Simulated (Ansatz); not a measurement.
# GaSiH4OF (SMILES [OH][GaH][SiH2]F): PBE/cc-pVDZ

Aim: the energy change on altering one bond length of GaSiH4OF at PBE/cc-pVDZ, from 2 runs. 

The calculation is run with Ansatz 0.2.0.

101 further runs of the same task are left out: 101 set aside as unsound or not needed. Runs told in other sessions of the task aren't counted.

### 1 The system as given

GaSiH4OF has 8 atoms, charge 0, and is taken as a singlet. SMILES: `[OH][GaH][SiH2]F`. Geometry: relaxed at PBE0-D4/def2-TZVP. This is one conformer, not always the lowest.

Bond lengths: O1–Ga2 1.790 Å, Ga2–Si3 2.420 Å, Si3–F4 1.613 Å, O1–H5 0.960 Å, Ga2–H6 1.562 Å, Si3–H7 1.488 Å, Si3–H8 1.488 Å. Angles: O1–Ga2–Si3 116.0°, Ga2–Si3–F4 107.9°, O1–Ga2–H6 113.5°, Si3–Ga2–H6 130.5°, Ga2–O1–H5 113.9°, Ga2–Si3–H7 113.0°, Ga2–Si3–H8 113.0°, F4–Si3–H7 107.4°, F4–Si3–H8 107.4°, H7–Si3–H8 107.8°.

### 2 A single-point energy at PBE/cc-pVDZ

The input, in.yaml:

```yaml
crystal:
  periodic: [false, false, false]
  atoms:
    - symbol: O
      position_ang: [-2.152600, 0.668300, 0.454500]
    - symbol: Ga
      position_ang: [-0.411400, 1.077100, 0.391700]
    - symbol: Si
      position_ang: [1.066700, -0.691400, -0.347100]
    - symbol: F
      position_ang: [0.165400, -1.990600, -0.663200]
    - symbol: H
      position_ang: [-2.350300, -0.231700, 0.185400]
    - symbol: H
      position_ang: [-0.099500, 2.542900, 0.831400]
    - symbol: H
      position_ang: [2.066800, -1.082700, 0.683500]
    - symbol: H
      position_ang: [1.806900, -0.348800, -1.592100]
basis:
  gaussian:
    orbitals: cc-pVDZ
hamiltonian:
  xc: pbe
output: {orbitals: {seedname: orbitals}}
accuracy: high
```

The run is started by

```console
$ ansatz run in.yaml --threads 1 --pin off --max-ram 2610MiB --events-out events.jsonl --progress --plain --runs-dir runs
```

Standard output:

```text
Warning: RAYON_NUM_THREADS=1 ignored (pool sized by the plan → 1); use --threads N
Functional definition: PBE
  name "PBE"
  parameter kappa = 0.804
  parameter beta = 0.06672455060314922
  exchange = pbe_x(kappa = kappa, mu = beta*pi^2/3)
  correlation = pbe_c(beta = beta)
2087 factors; integrals over basis functions are off by at most 4.4e-9 eV
mean field evaluation 1: about -65060.7700 eV, gradient 6.6e1 eV
mean field evaluation 2: about -64954.9327 eV, gradient 1.9e2 eV
mean field evaluation 4: about -65067.9468 eV, gradient 2.0e1 eV
mean field evaluation 8: about -65068.6597 eV, gradient 8.0e-1 eV
mean field evaluation 16: about -65068.6564 eV, gradient 1.5e-4 eV
mean field -65068.65643279 eV, -2391.2290187856 hartree, gradient 1.0e-8 eV, S^2 0.000000; 0 other end points of the search recorded, 0 dependent functions left out
reference -65068.65643677 eV, -2391.2290189318 hartree; 33, 33 occupied and 60, 60 virtual orbitals, 2087 factors
Total energy: -65068.65643677 eV, -2391.2290189318 hartree
```

Wall time 10 s (1 thread of Arm Neoverse V1, shared host); peak memory 0.24 GiB.

### 3 The distorted shape, same level

The input, molecule.yaml:

```yaml
basis:
  gaussian:
    orbitals: cc-pVDZ
crystal:
  periodic: [false, false, false]
  atoms:
    - {symbol: O, position_ang: [-2.302611, 0.726994, 0.299914]}
    - {symbol: Ga, position_ang: [-0.561411, 1.135794, 0.237114]}
    - {symbol: Si, position_ang: [0.916689, -0.632706, -0.501686]}
    - {symbol: F, position_ang: [0.015389, -1.931906, -0.817786]}
    - {symbol: H, position_ang: [-2.500311, -0.173006, 0.030814]}
    - {symbol: H, position_ang: [-0.249511, 2.601594, 0.676814]}
    - {symbol: H, position_ang: [2.066800, -1.082700, 0.683500]}
    - {symbol: H, position_ang: [1.656889, -0.290106, -1.746686]}
hamiltonian:
  xc: pbe
accuracy: high
output:
  orbitals: {seedname: orbitals}
```

The run is started by

```console
$ ansatz run molecule.yaml --threads 1 --pin off --max-ram 2610MiB --events-out events.jsonl --progress --plain --runs-dir runs
```

Standard output, cut to the lines that bear on the results:

```text
Warning: RAYON_NUM_THREADS=1 ignored (pool sized by the plan → 1); use --threads N
[... 6 set-up lines as earlier in the session ...]
2081 factors; integrals over basis functions are off by at most 4.6e-9 eV
mean field evaluation 1: about -65060.5760 eV, gradient 6.6e1 eV
mean field evaluation 2: about -64951.5481 eV, gradient 1.9e2 eV
mean field evaluation 4: about -65067.6402 eV, gradient 2.1e1 eV
mean field evaluation 8: about -65068.4287 eV, gradient 8.4e-1 eV
mean field evaluation 16: about -65068.4255 eV, gradient 8.9e-5 eV
mean field -65068.42552349 eV, -2391.2205330252 hartree, gradient 3.4e-8 eV, S^2 0.000000; 0 other end points of the search recorded, 0 dependent functions left out
reference -65068.42552748 eV, -2391.2205331722 hartree; 33, 33 occupied and 60, 60 virtual orbitals, 2081 factors
Total energy: -65068.42552748 eV, -2391.2205331722 hartree
```

Wall time 11 s (1 thread of Arm Neoverse V1, shared host); peak memory 0.24 GiB.

### 4 Results

Level: PBE/cc-pVDZ.

```
                                                          quantity           value
                                         first shape: total energy  -2391.22902 Eh
                                          first shape: HOMO energy        -6.37 eV
                                          first shape: LUMO energy        -2.30 eV
                                        first shape: HOMO–LUMO gap         4.07 eV
                                     distorted shape: total energy  -2391.22053 Eh
                                      distorted shape: HOMO energy        -6.42 eV
                                      distorted shape: LUMO energy        -2.39 eV
                                    distorted shape: HOMO–LUMO gap         4.03 eV
energy change with the Si3–H7 bond stretched from 1.488 to 1.712 Å        0.231 eV
```

**Reading.** With the Si3–H7 bond stretched from 1.488 to 1.712 Å the energy rises by 0.23 eV (5.3 kcal/mol). The first shape isn't relaxed at this level, so the change isn't measured from a minimum.
